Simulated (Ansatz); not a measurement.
Input of an Ansatz 0.2.0 run:

The input input.yaml:

```yaml
crystal:
  lattice:
    - [5.2460399276, 0.0, 0.0]
    - [-2.6230199638, 4.5432038466, 0.0]
    - [0.0, 0.0, 4.1875903]
  atoms:
    - { symbol: Sn, position: [0.0, 0.0, 0.0] }
    - { symbol: Sn, position: [0.3333333333, 0.6666666667, 0.5] }
    - { symbol: Sn, position: [0.6666666667, 0.3333333333, 0.5] }
    - { symbol: Co, position: [0.5, 0.0, 0.0], spin: 0.5 }
    - { symbol: Co, position: [0.5, 0.5, 0.0], spin: 0.5 }
    - { symbol: Co, position: [0.0, 0.5, 0.0], spin: 0.5 }
hamiltonian:
  xc: pbesol
  pseudopotentials: { kind: paw }
magnetization:
  spin_polarized: true
  initial_magnetization: 1.5
  spin_locking: { lock_magnetization: hard }
kpoints:
  mp_grid: { grid: [5, 5, 6] }
scf:
  occupations: { method: fermi_dirac, width: 0.05 }
  lower_state_search: "off"
output:
  forces: true
  stress: true
  eigenvalues: true
  write_density: true
  write_potential: true
  elf: true
  volumetric_format: npy
```

Potentials or basis: Ansatz PAW.

Launch:

```bash
$ ansatz run input.yaml --threads 2 --pin off --max-ram 5632MiB --backend cpu --events-out ev --progress --plain --runs-dir out
```

(1) Estimate the pressure.

## Answers

(1) -1.2 GPa.

Caveat: the total moment is fixed, so each spin has its own Fermi level; the PAW data sets come from PBE, with cores solved anew for the run's functional, which leaves a small shift of forces and pressure; the thresholds are loose for stress.
